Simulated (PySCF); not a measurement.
# CH5GaO (SMILES C[O][GaH2]) at TPSS/cc-pVDZ

Aim: the energy change on altering one bond length of CH5GaO at TPSS/cc-pVDZ, from 2 runs. 

The calculation is run with PySCF 2.14.0.

3 further runs of the same task are left out: 3 set aside as unsound or not needed.

## (1) The structure to begin with

CH5GaO: 8 atoms, total charge 0, spin state singlet. SMILES: `C[O][GaH2]`. The coordinates come from a PBE0-D4/def2-TZVP relaxation.

Bond lengths: C1–O2 1.402 Å, O2–Ga3 1.782 Å, C1–H4 1.096 Å, C1–H5 1.099 Å, C1–H6 1.096 Å, Ga3–H7 1.565 Å, Ga3–H8 1.555 Å. Angles: C1–O2–Ga3 123.8°, O2–C1–H4 110.0°, O2–C1–H5 113.2°, O2–C1–H6 110.0°, O2–Ga3–H7 115.8°, O2–Ga3–H8 113.9°, H4–C1–H5 107.8°, H4–C1–H6 107.8°, H5–C1–H6 107.8°, H7–Ga3–H8 130.3°.

## (2) A single-point energy at TPSS/cc-pVDZ

job.py reads:

```python
from pyscf import gto, dft

mol = gto.M(
    atom='''
C     -0.616800     0.972600    -0.422900
O     -0.705300    -0.273500     0.213500
Ga     0.703200    -1.302000     0.579300
H     -1.200200     0.962000    -1.350600
H      0.414200     1.256200    -0.676600
H     -1.030600     1.754200     0.224300
H      2.093900    -0.732800     0.142900
H      0.341700    -2.636700     1.290100
''',
    spin=0,
    charge=0,
    max_memory=1860,
    basis='cc-pvdz',
    verbose=4,
)

mf = dft.RKS(mol)
mf.xc = 'tpss'
mf.conv_tol = 1e-10
mf.grids.level = 5
mf.kernel()
if not mf.converged:
    mf = mf.newton().run(mf.mo_coeff, mf.mo_occ)

e_final = mf.e_tot
print('E = %.10f Eh' % e_final)
```

Run with:

```
$ OMP_NUM_THREADS=1 python job.py
```

The program printed:

```text
PySCF version 2.14.0

[INPUT] num. atoms = 8
[INPUT] num. electrons = 50
[INPUT] charge = 0
[INPUT] spin (= nelec alpha-beta = 2S) = 0
[INPUT] symmetry False subgroup None
[INPUT] Mole.unit = angstrom
[INPUT] Symbol           X                Y                Z      unit          X                Y                Z       unit  Magmom
[INPUT]  1 C     -0.616800000000   0.972600000000  -0.422900000000 AA   -1.165583073632   1.837947628752  -0.799165178079 Bohr   0.0
[INPUT]  2 O     -0.705300000000  -0.273500000000   0.213500000000 AA   -1.332823835656  -0.516840095069   0.403456527595 Bohr   0.0
[INPUT]  3 Ga     0.703200000000  -1.302000000000   0.579300000000 AA    1.328855410794  -2.460423414184   1.094718343961 Bohr   0.0
[INPUT]  4 H     -1.200200000000   0.962000000000  -1.350600000000 AA   -2.268049294703   1.817916531832  -2.552264103838 Bohr   0.0
[INPUT]  5 H      0.414200000000   1.256200000000  -0.676600000000 AA    0.782724560795   2.373873957679  -1.278588695881 Bohr   0.0
[INPUT]  6 H     -1.030600000000   1.754200000000   0.224300000000 AA   -1.947551743977   3.314957567712   0.423865569740 Bohr   0.0
[INPUT]  7 H      2.093900000000  -0.732800000000   0.142900000000 AA    3.956897532227  -1.384791304081   0.270041863200 Bohr   0.0
[INPUT]  8 H      0.341700000000  -2.636700000000   1.290100000000 AA    0.645719416764  -4.982640872641   2.437935673301 Bohr   0.0

nuclear repulsion = 184.254938763823
number of shells = 31
number of NR pGTOs = 164
number of NR cGTOs = 80
basis = cc-pvdz
ecp = {}

******** <class 'pyscf.dft.rks.RKS'> ********
method = RKS
initial guess = minao
damping factor = 0
level_shift factor = 0
DIIS = <class 'pyscf.scf.diis.CDIIS'>
diis_start_cycle = 1
diis_space = 8
diis_damp = 0
SCF conv_tol = 1e-10
SCF conv_tol_grad = None
SCF max_cycles = 50
direct_scf = True
direct_scf_tol = 1e-13
XC library pyscf.dft.libxc version 7.0.0
    S. Lehtola, C. Steigemann, M. J.T. Oliveira, and M. A.L. Marques.,  SoftwareX 7, 1–5 (2018)
XC functionals = tpss
    J. Tao, J. P. Perdew, V. N. Staroverov, and G. E. Scuseria.,  Phys. Rev. Lett. 91, 146401 (2003)
    J. Tao, J. P. Perdew, V. N. Staroverov, and G. E. Scuseria.,  Phys. Rev. Lett. 91, 146401 (2003)
radial grids:
    Treutler-Ahlrichs [JCP 102, 346 (1995); DOI:10.1063/1.469408] (M4) radial grids

becke partition: Becke, JCP 88, 2547 (1988); DOI:10.1063/1.454033
pruning grids: <function nwchem_prune>
grids dens level: 5
symmetrized grids: False
atomic radii adjust function: <function treutler_atomic_radii_adjust>
small_rho_cutoff = 0
Set gradient conv threshold to 1e-05
Initial guess from minao.
tot grids = 248936
init E= -2040.71533967613
  HOMO = -0.320523344662119  LUMO = -0.086588432864084  gap/eV = 6.36569
cycle= 1 E= -2041.02196163717  delta_E= -0.307  |g|= 0.837  |ddm|= 2.31
  HOMO = -0.0607261726523607  LUMO = 0.0189266490670933  gap/eV = 2.16746
cycle= 2 E= -2039.03536199667  delta_E= 1.99  |g|= 2.73  |ddm|= 3.04
  HOMO = -0.248960043596186  LUMO = -0.0555045383929618  gap/eV = 5.26419
cycle= 3 E= -2041.15583229501  delta_E= -2.12  |g|= 0.203  |ddm|= 2.75
  HOMO = -0.225335023464206  LUMO = -0.057798934868714  gap/eV = 4.55889
cycle= 4 E= -2041.16775515771  delta_E= -0.0119  |g|= 0.092  |ddm|= 0.339
  HOMO = -0.232950474072349  LUMO = -0.0652069942927707  gap/eV = 4.56453
cycle= 5 E= -2041.16973263658  delta_E= -0.00198  |g|= 0.0223  |ddm|= 0.106
  HOMO = -0.233779219374546  LUMO = -0.0628587759342034  gap/eV = 4.65098
cycle= 6 E= -2041.16988558939  delta_E= -0.000153  |g|= 0.00679  |ddm|= 0.0273
  HOMO = -0.233874514153931  LUMO = -0.062724729784446  gap/eV = 4.65722
cycle= 7 E= -2041.16989441482  delta_E= -8.83e-06  |g|= 0.00214  |ddm|= 0.00511
  HOMO = -0.2341839456877  LUMO = -0.0628320836145635  gap/eV = 4.66272
cycle= 8 E= -2041.16989562883  delta_E= -1.21e-06  |g|= 0.000287  |ddm|= 0.00202
  HOMO = -0.23420931006828  LUMO = -0.0628449613152524  gap/eV = 4.66306
cycle= 9 E= -2041.16989564606  delta_E= -1.72e-08  |g|= 5.33e-05  |ddm|= 0.000233
  HOMO = -0.234214661373656  LUMO = -0.0628419088890015  gap/eV = 4.66329
cycle= 10 E= -2041.16989564691  delta_E= -8.57e-10  |g|= 9.51e-06  |ddm|= 6.17e-05
  HOMO = -0.234214130046375  LUMO = -0.0628412371300207  gap/eV = 4.66329
cycle= 11 E= -2041.16989564694  delta_E= -3.18e-11  |g|= 1.42e-06  |ddm|= 1.57e-05
  HOMO = -0.234214259523005  LUMO = -0.062841401500664  gap/eV = 4.66329
Extra cycle  E= -2041.16989564694  delta_E= -4.55e-13  |g|= 1.23e-06  |ddm|= 4.1e-06
converged SCF energy = -2041.16989564694
E = -2041.1698956469 Eh
```

Run time: 20 s. Hardware: 1 thread of Intel Xeon Platinum 8375C at 2.90GHz (Ice Lake), shared host; peak memory 0.45 GiB.

## (3) The distorted shape at the same level

input.py reads:

```python
from pyscf import gto, dft

system = gto.M(
    atom='''
C     -0.441795     0.975780    -0.144614
O     -0.530295    -0.270320     0.491786
Ga     0.878205    -1.298820     0.857586
H     -1.200200     0.962000    -1.350600
H      0.589205     1.259380    -0.398314
H     -0.855595     1.757380     0.502586
H      2.268905    -0.729620     0.421186
H      0.516705    -2.633520     1.568386
''',
    charge=0,
    max_memory=1860,
    basis='cc-pvdz',
    verbose=3,
)

mf = dft.RKS(system)
mf.xc = 'tpss'
mf.conv_tol = 1e-10
mf.grids.level = 5
mf.kernel()
if not mf.converged:
    mf = mf.newton().run(mf.mo_coeff, mf.mo_occ)

etot = mf.e_tot
print('E(%s) = %.9f' % ('TPSS', etot))
```

Run with:

```
$ OMP_NUM_THREADS=1 python input.py
```

The program printed:

```text
converged SCF energy = -2041.13839380776
E(TPSS) = -2041.138393808
```

It took 23 s on 1 thread of Intel Xeon Platinum 8375C at 2.90GHz (Ice Lake), shared host; peak memory 0.44 GiB.

## (4) Results

Level: TPSS/cc-pVDZ.

| quantity | value |
| --- | --- |
| first shape: total energy | -2041.16990 Eh |
| first shape: dipole moment | 0.99 D |
| first shape: HOMO energy | -6.37 eV |
| first shape: LUMO energy | -1.71 eV |
| first shape: HOMO–LUMO gap | 4.66 eV |
| distorted shape: total energy | -2041.13839 Eh |
| distorted shape: dipole moment | 1.18 D |
| distorted shape: HOMO energy | -6.33 eV |
| distorted shape: LUMO energy | -1.83 eV |
| distorted shape: HOMO–LUMO gap | 4.50 eV |
| energy change with the C1–H4 bond stretched from 1.096 to 1.425 Å | 0.857 eV |

What this shows: With the C1–H4 bond stretched from 1.096 to 1.425 Å the energy rises by 0.86 eV (82.7 kJ/mol). The first shape isn't relaxed at this level, so the change isn't measured from a minimum. Mulliken charges (first shape) run from -0.44 on O2 to +0.42 on Ga3. Mulliken charges (distorted shape) run from -0.42 on O2 to +0.43 on Ga3.
